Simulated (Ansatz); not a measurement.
# CH4SeSi (SMILES [SiH2]=C[SeH]): one structure at several levels

An exercise on one series of results from a longer session: the logs are not shown, and one member is left open.

Computed with Ansatz 0.2.0, Gaussian basis. Level: single points in def2-TZVPP.

Correlated methods freeze the cores. Filled d shells of the heavier atoms are correlated. B3LYP uses VWN-RPA correlation.

## The system as given

SMILES `[SiH2]=C[SeH]`, 7 atoms, charge 0, spin multiplicity 1.

Atoms are counted from 1 here; the program's logs count them from 0.

Bond lengths: Si1–C2 1.758 Å, Si1–H4 1.477 Å, Si1–H5 1.471 Å, C2–Se3 1.930 Å, C2–H6 1.080 Å, Se3–H7 1.459 Å. Angles: C2–Si1–H4 124.1°, C2–Si1–H5 121.4°, H4–Si1–H5 113.8°, Si1–C2–Se3 120.8°, Si1–C2–H6 121.7°, Se3–C2–H6 114.0°, C2–Se3–H7 96.9°.

Coordinates:

```xyz
7
CH4SeSi
Si   -1.0702    0.4996   -0.5787
C     0.3102    0.1607    0.4560
Se    1.0227   -1.6266    0.6006
H    -1.5442   -0.4001   -1.6493
H    -1.7273    1.8155   -0.5747
H     0.5757    0.8076    1.2785
H     2.4306   -1.2655    0.4786
```

The first run:

Input file run/in.yaml:

```yaml
crystal:
  periodic: [false, false, false]
  atoms:
    - {symbol: Si, position_ang: [-1.070200, 0.499600, -0.578700]}
    - {symbol: C, position_ang: [0.310200, 0.160700, 0.456000]}
    - {symbol: Se, position_ang: [1.022700, -1.626600, 0.600600]}
    - {symbol: H, position_ang: [-1.544200, -0.400100, -1.649300]}
    - {symbol: H, position_ang: [-1.727300, 1.815500, -0.574700]}
    - {symbol: H, position_ang: [0.575700, 0.807600, 1.278500]}
    - {symbol: H, position_ang: [2.430600, -1.265500, 0.478600]}
basis:
  gaussian: {orbitals: def2-TZVPP}
correlation: {method: ccsd_t}
output: {forces: true}
```

The command line of these runs was not kept.

Steps of the session up to this table: CCSD(T)/def2-TZVPP; PBE0-D4/def2-TZVPP; wB97M-V/def2-TZVPP; r2SCAN-D4/def2-TZVPP; PBE-D4/def2-TZVPP; wB97X-V/def2-TZVPP; B3LYP-D4/def2-TZVPP.

One of the session's tables, all rows but one given; the rest of the session is left out.

| method | RMS force component (eV/Å) | angle to CCSD(T) forces (°) | dipole (D) |
| --- | --- | --- | --- |
| CCSD(T) | 0.325 | reference | 1.42 |
| PBE0-D4 | 0.497 | 9.6 | 1.49 |
| wB97M-V | 0.533 | 11.6 | 1.66 |
| r2SCAN-D4 | 0.439 | 7.7 | 1.35 |
| PBE-D4 | 0.441 | 21.2 | 1.21 |
| wB97X-V | ? | ? | ? |
| B3LYP-D4 | 0.447 | 10.6 | 1.44 |

**Question.** Estimate the row for wB97X-V.

As computed: RMS force component (eV/Å): 0.563; angle to CCSD(T) forces (°): 10.7; dipole (D): 1.78. In the column «RMS force component (eV/Å)» it is the highest.
